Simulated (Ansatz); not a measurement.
# C₂H₃BrFI: one species, many methods

The task here is to estimate one member of a computed series from the others.

The runs use Ansatz 0.2.0, Gaussian basis; functionals in def2-TZVPP, the program's frozen cores in correlated methods.

The runs, in order: LDA (SPW92), PBE-D4, revPBE-D4, BLYP-D4, r2SCAN-D4, B97M-V, PBE0-D4, B3LYP-D4, r2SCANh-D4, r2SCAN0-D4, HSE06-D4, BHLYP-D4, CAM-B3LYP-D4, LC-ωPBE, ωB97X-V, ωB97M-V, B2PLYP, PBE-QIDH; CCSD(T)/def2-SVP; CCSD(T)/def2-TZVPP; MP2/def2-QZVPP; extrapolation to the limit; RPA on PBE.

**The geometry**

An earlier PBE0-D4 in a triple-zeta def2 set relaxation fixed the geometry. I takes the def2 core potential; no spin-orbit term is included.

SMILES `FCC(Br)I`, 8 atoms, charge 0, spin multiplicity 1.

Atoms are counted from 1 here; the program's logs count them from 0.

Bond lengths: F1–C2 1.374 Å, C2–C3 1.509 Å, C2–H6 1.092 Å, C2–H7 1.095 Å, C3–Br4 1.930 Å, C3–I5 2.134 Å, C3–H8 1.086 Å. Angles: F1–C2–C3 109.8°, F1–C2–H6 109.1°, F1–C2–H7 108.3°, C3–C2–H6 110.9°, C3–C2–H7 109.0°, H6–C2–H7 109.7°, C2–C3–Br4 107.9°, C2–C3–I5 111.8°, C2–C3–H8 111.9°, Br4–C3–I5 112.5°, Br4–C3–H8 106.9°, I5–C3–H8 105.8°.

As a file:

```xyz
8
charge 0, multiplicity 1
F    -0.56381    1.23852    1.21001
C     0.33402    0.34948    0.67115
C    -0.31212   -0.40487   -0.46502
Br    0.93358   -1.74958   -1.06807
I    -0.92829    0.90192   -2.03572
H     1.21480    0.89569    0.32576
H     0.62343   -0.36175    1.45147
H    -1.20952   -0.92660   -0.14528
```

The first run:

in.yaml reads:

```yaml
crystal:
  periodic: [false, false, false]
  atoms:
    - {symbol: F, position_ang: [-0.563806, 1.238522, 1.210007]}
    - {symbol: C, position_ang: [0.334016, 0.349483, 0.671151]}
    - {symbol: C, position_ang: [-0.312118, -0.404872, -0.465017]}
    - {symbol: Br, position_ang: [0.933583, -1.749579, -1.068073]}
    - {symbol: I, position_ang: [-0.928292, 0.901915, -2.035715]}
    - {symbol: H, position_ang: [1.214803, 0.895686, 0.325755]}
    - {symbol: H, position_ang: [0.623434, -0.361752, 1.451470]}
    - {symbol: H, position_ang: [-1.209520, -0.926602, -0.145278]}
basis:
  gaussian: {orbitals: def2-TZVPP}
hamiltonian: {xc: lda}
output: {orbitals: {seedname: orbitals}}
```

Steps of the session up to this table: LDA; PBE-D4 (GGA); revPBE-D4 (GGA); BLYP-D4 (GGA); r2SCAN-D4 (meta-GGA); B97M-V (meta-GGA); PBE0-D4 (hybrid); B3LYP-D4 (hybrid); r2SCANh-D4 (hybrid); r2SCAN0-D4 (hybrid); HSE06-D4 (hybrid); BHLYP-D4 (hybrid); CAM-B3LYP-D4 (range-separated); LC-ωPBE-D4 (range-separated; the results give it without D4); ωB97X-V (range-separated); ωB97M-V (range-separated); B2PLYP (double hybrid); PBE-QIDH (double hybrid).

One table of the session follows, with a row left open; its other results are not shown here.

It belongs to the step «Frontier levels by functional». 

| functional | HOMO (eV) | LUMO (eV) | gap (eV) |
| --- | --- | --- | --- |
| LDA (SPW92) | -6.62 | -2.68 | 3.95 |
| PBE-D4 | -6.44 | -2.47 | 3.98 |
| revPBE-D4 | -6.38 | -2.38 | 4.00 |
| BLYP-D4 | -6.26 | -2.36 | 3.90 |
| r2SCAN-D4 | -6.74 | -2.34 | 4.40 |
| B97M-V | -6.76 | -2.25 | 4.50 |
| PBE0-D4 | -7.60 | -1.58 | 6.02 |
| B3LYP-D4 | -7.35 | -1.82 | 5.53 |
| r2SCANh-D4 | -7.16 | -2.01 | 5.15 |
| r2SCAN0-D4 | -7.79 | -1.51 | 6.28 |
| HSE06-D4 | -7.21 | -1.96 | 5.25 |
| BHLYP-D4 | -8.59 | -0.62 | 7.97 |
| CAM-B3LYP-D4 | -8.87 | -0.50 | 8.36 |
| LC-ωPBE | -10.22 | 0.69 | 10.91 |
| ωB97X-V | -9.88 | 0.56 | 10.43 |
| ωB97M-V | ? | ? | ? |

Q: Estimate the row for ωB97M-V from the others.

**Answer.** HOMO (eV): -9.75; LUMO (eV): 0.42; gap (eV): 10.17. In the column «HOMO (eV)» it lies between ωB97X-V (-9.88) and CAM-B3LYP-D4 (-8.87).
